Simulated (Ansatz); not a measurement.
# CdH₄OSSi: one species, many methods

The task here is to estimate one member of a computed series from the others.

Program: Ansatz 0.2.0, Gaussian basis. Level of theory: functionals in def2-TZVPP, the program's frozen cores in correlated methods. These are calculated values, not measurements.

Levels to be run: LDA (SPW92), PBE-D4, revPBE-D4, BLYP-D4, r2SCAN-D4, B97M-V, PBE0-D4, B3LYP-D4, r2SCANh-D4, r2SCAN0-D4, HSE06-D4, BHLYP-D4, CAM-B3LYP-D4, LC-ωPBE, ωB97X-V, ωB97M-V, B2PLYP, PBE-QIDH; CCSD(T)/def2-SVP; CCSD(T)/def2-TZVPP; MP2/def2-QZVPP; extrapolation to the limit; RPA on PBE.

## The geometry

The geometry comes from an earlier relaxation with PBE0-D4 in a triple-zeta def2 set; it is a stationary point, not always the lowest conformer. Cd takes the def2 core potential; no spin-orbit term is included.

8 atoms, charge 0, spin multiplicity 1.

Atoms are counted from 1 here; the program's logs count them from 0.

Bond lengths: Si1–O2 1.622 Å, Si1–H5 1.496 Å, Si1–H6 1.492 Å, Si1–H7 1.489 Å, O2–Cd3 1.962 Å, Cd3–S4 2.313 Å, S4–H8 1.344 Å. Angles: O2–Si1–H5 112.1°, O2–Si1–H6 111.3°, O2–Si1–H7 110.2°, H5–Si1–H6 107.1°, H5–Si1–H7 107.8°, H6–Si1–H7 108.1°, Si1–O2–Cd3 136.9°, O2–Cd3–S4 176.8°, Cd3–S4–H8 93.4°.

Set-up of the first run:

The input, in.yaml:

```yaml
crystal:
  periodic: [false, false, false]
  atoms:
    - {symbol: Si, position_ang: [0.104666, 1.794228, -0.256084]}
    - {symbol: O, position_ang: [0.609330, 0.486663, 0.560554]}
    - {symbol: Cd, position_ang: [0.378973, -1.457676, 0.435460]}
    - {symbol: S, position_ang: [0.214512, -3.763158, 0.359652]}
    - {symbol: H, position_ang: [-0.409720, 1.443282, -1.616560]}
    - {symbol: H, position_ang: [-0.999833, 2.490298, 0.465329]}
    - {symbol: H, position_ang: [1.226526, 2.758595, -0.427795]}
    - {symbol: H, position_ang: [-1.124433, -3.752221, 0.479434]}
basis:
  gaussian: {orbitals: def2-TZVPP}
hamiltonian: {xc: lda}
output: {orbitals: {seedname: orbitals}}
```

Run with:

```bash
ansatz run in.yaml --threads 4 --pin off --events-out ev --progress --plain --max-ram 10444MiB
```

Steps of the session up to this table: LDA; PBE-D4 (GGA); revPBE-D4 (GGA); BLYP-D4 (GGA); r2SCAN-D4 (meta-GGA); B97M-V (meta-GGA); PBE0-D4 (hybrid); B3LYP-D4 (hybrid); r2SCANh-D4 (hybrid); r2SCAN0-D4 (hybrid); HSE06-D4 (hybrid); BHLYP-D4 (hybrid); CAM-B3LYP-D4 (range-separated); LC-ωPBE (range-separated); ωB97X-V (range-separated); ωB97M-V (range-separated); B2PLYP (double hybrid); PBE-QIDH (double hybrid).

One table of the session follows, with a row left open; its other results are not shown here.

It belongs to the step «Orbital energies across the functionals». 

```
  functional  HOMO (eV)  LUMO (eV)  gap (eV)
 LDA (SPW92)      -6.54      -2.87      3.67
      PBE-D4      -6.37      -2.59      3.78
   revPBE-D4      -6.30      -2.47      3.83
     BLYP-D4      -6.21      -2.54      3.68
   r2SCAN-D4      -6.63      -2.35      4.28
      B97M-V      -6.69      -2.52      4.18
     PBE0-D4      -7.57      -1.72      5.85
    B3LYP-D4      -7.34      -2.02      5.32
  r2SCANh-D4      -7.08      -2.04      5.04
  r2SCAN0-D4      -7.75      -1.58      6.17
    HSE06-D4      -7.17      -2.08      5.09
    BHLYP-D4      -8.62      -0.92      7.70
CAM-B3LYP-D4      -8.89      -0.81      8.08
     LC-ωPBE          ?          ?         ?
     ωB97X-V      -9.90       0.25     10.15
     ωB97M-V      -9.76       0.01      9.77
```

**Question.** Estimate the row for LC-ωPBE.

As computed: HOMO (eV): -10.25; LUMO (eV): 0.45; gap (eV): 10.70. In the column «HOMO (eV)» it is the lowest.
